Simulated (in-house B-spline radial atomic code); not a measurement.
# Sc²⁺: excited configurations

Aim: the energies of several excited configurations of Sc²⁺ above a reference configuration, each from its own self-consistent run.

Program: in-house B-spline radial atomic code version 1. Level of theory: scalar-relativistic (spin-free one-electron X2C) TPSS, spin-polarised, spherical fractional occupations, Fermi nucleus, basis-set limit. These are calculated values, not measurements, unless marked.

### Step 1. The system

| Quantity | Value |
| --- | --- |
| element | scandium (Z = 21) |
| charge | +2 |
| electrons | 19 |
| configuration | [Ar] 3d1 |
| Hamiltonian | scalar-relativistic (X2C) |
| nucleus | Fermi, rms radius 3.546 fm |

Outer shells as boxes (Hund's rule):

[Ar] 3d1
```
[Ar] core
3d [↑ ][  ][  ][  ][  ]
```

Where spins are not typed, each open shell is filled with up spins first.

### Step 2. The base configuration

Input settings:

```ini
Z = 21
electrons = 19.0
configuration = [Ar] 3d1
hamiltonian = x2c
method = tpss,tpss
spin_polarised = True
nucleus = fermi
rms_radius = 3.5459
mass_number = 45
atomic_mass = 44.955907051
speed_of_light = 137.035999084
```

### Step 3. [Ar] 4d1

Settings: those of step 2 with these lines changed.

```diff
@@ -2,3 +2,3 @@
 electrons = 19.0
-configuration = [Ar] 3d1
+configuration = [Ar] 4d1
 hamiltonian = x2c
```

### Step 4. Run with [Ne] 3s2 3p5 3d1 4p1

Settings: those of step 3 with these lines changed.

```diff
@@ -2,3 +2,3 @@
 electrons = 19.0
-configuration = [Ar] 4d1
+configuration = [Ne] 3s2 3p5 3d1 4p1
 hamiltonian = x2c
```

### Step 5. Configuration [Ne] 3s2 3p5 3d2

Settings: those of step 4 with these lines changed.

```diff
@@ -2,3 +2,3 @@
 electrons = 19.0
-configuration = [Ne] 3s2 3p5 3d1 4p1
+configuration = [Ne] 3s2 3p5 3d2
 hamiltonian = x2c
```

### Step 6. [Ar] 4s1

Settings: those of step 5 with these lines changed.

```diff
@@ -2,3 +2,3 @@
 electrons = 19.0
-configuration = [Ne] 3s2 3p5 3d2
+configuration = [Ar] 4s1
 hamiltonian = x2c
```

### Step 7. [Ne] 3s2 3p5 3d1 4d1

Settings: those of step 6 with these lines changed.

```diff
@@ -2,3 +2,3 @@
 electrons = 19.0
-configuration = [Ar] 4s1
+configuration = [Ne] 3s2 3p5 3d1 4d1
 hamiltonian = x2c
```

### Step 8. [Ne] 3s2 3p5 3d1 4s1

Settings: those of step 7 with these lines changed.

```diff
@@ -2,3 +2,3 @@
 electrons = 19.0
-configuration = [Ne] 3s2 3p5 3d1 4d1
+configuration = [Ne] 3s2 3p5 3d1 4s1
 hamiltonian = x2c
```

### Step 9. Configuration [Ar] 4p1

Settings: those of step 8 with these lines changed.

```diff
@@ -2,3 +2,3 @@
 electrons = 19.0
-configuration = [Ne] 3s2 3p5 3d1 4s1
+configuration = [Ar] 4p1
 hamiltonian = x2c
```

Before running: How far above the reference does each configuration lie (order and size, in eV)?

**Answer**, as computed:

| net move | configuration | 2|M_S|+1 | energy above the reference (eV) | largest <r> (bohr) |
| --- | --- | --- | --- | --- |
| 3d → 4s | [Ar] 4s1 | 2 | 3.386 | 2.95 |
| 3d → 4p | [Ar] 4p1 | 2 | 7.806 | 3.43 |
| 3d → 4d | [Ar] 4d1 | 2 | 13.505 | 4.58 |
| 3p → 3d | [Ne] 3s2 3p5 3d2 | 4 | 29.626 | 1.49 |
| 3p → 4s | [Ne] 3s2 3p5 3d1 4s1 | 4 | 34.459 | 2.89 |
| 3p → 4p | [Ne] 3s2 3p5 3d1 4p1 | 4 | 39.084 | 3.34 |
| 3p → 4d | [Ne] 3s2 3p5 3d1 4d1 | 4 | 44.982 | 4.51 |

**Reading.** At the bottom stands 3d → 4s (3.386 eV), at the top 3p → 4d (44.982 eV). 4 of them lie more than 60 % above minus the reference's highest level (18.067 eV), in the range where a state can decay by emitting an electron. The reference has 2|M_S|+1 = 2; 4 of the configurations differ from it in spin. These are spherical averages at the typed spins, not spectroscopic levels.
